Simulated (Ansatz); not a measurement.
# SnO: the cost of one run

Method: DFT r²SCAN, frozen-core PAW and all-electron LAPW, scalar-relativistic unless said, in Ansatz 0.2.0.

**1. Starting point**

It takes space group P4/nmm (No. 129, tetragonal). The conventional cell has a = 3.799 Å, b = 3.799 Å, c = 4.841 Å, α = 90.00°, β = 90.00°, γ = 90.00°. Sn (site symmetry 4mm) has 4 O at 2.22 Å as nearest neighbours. O (site symmetry -4m2) has 4 Sn at 2.22 Å as nearest neighbours.

Structure file:

```
Sn O
1.0
     3.79860    0.00000    0.00000
     0.00000    3.79860    0.00000
     0.00000    0.00000    4.84080
Sn O
2 2
Direct
  0.50000 0.00000 0.23690
  0.00000 0.50000 0.76310
  0.00000 0.00000 0.00000
  0.50000 0.50000 0.00000
```

Cartesian axes are those of the input's lattice vectors. The structure goes back to a database entry.

**2. Cell and atoms relaxed, PAW**

Input file input.yaml:

```yaml
crystal:
  lattice:
    - [3.7986, 0.0, 0.0]
    - [0.0, 3.7986, 0.0]
    - [0.0, 0.0, 4.8408]
  atoms:
    - { symbol: Sn, position: [0.5, 0.0, 0.2369] }
    - { symbol: Sn, position: [0.0, 0.5, 0.7631] }
    - { symbol: O, position: [0.0, 0.0, 0.0] }
    - { symbol: O, position: [0.5, 0.5, 0.0] }
kpoints:
  mp_grid: { grid: [8, 8, 8] }
scf:
  occupations: { method: fermi_dirac, width: 0.1 }
hamiltonian:
  xc: r2scan
  pseudopotentials: { kind: paw }
relax:
  f_tol: 0.002
  max_steps: 80
  cell: {}
output:
  forces: true
  stress: true
  write_density: true
  write_potential: true
  elf: true
  volumetric_format: npy
```

Command:

```console
ansatz run input.yaml --threads 2 --pin off --max-ram 5120MiB --backend cpu --events-out ev --progress --plain --runs-dir out
```

**Question.** How long does this run take on 2 threads of Intel Xeon Platinum 8488C (Sapphire Rapids), shared host, and how much memory does it need?

About 35 s, with a peak of 0.65 GiB.
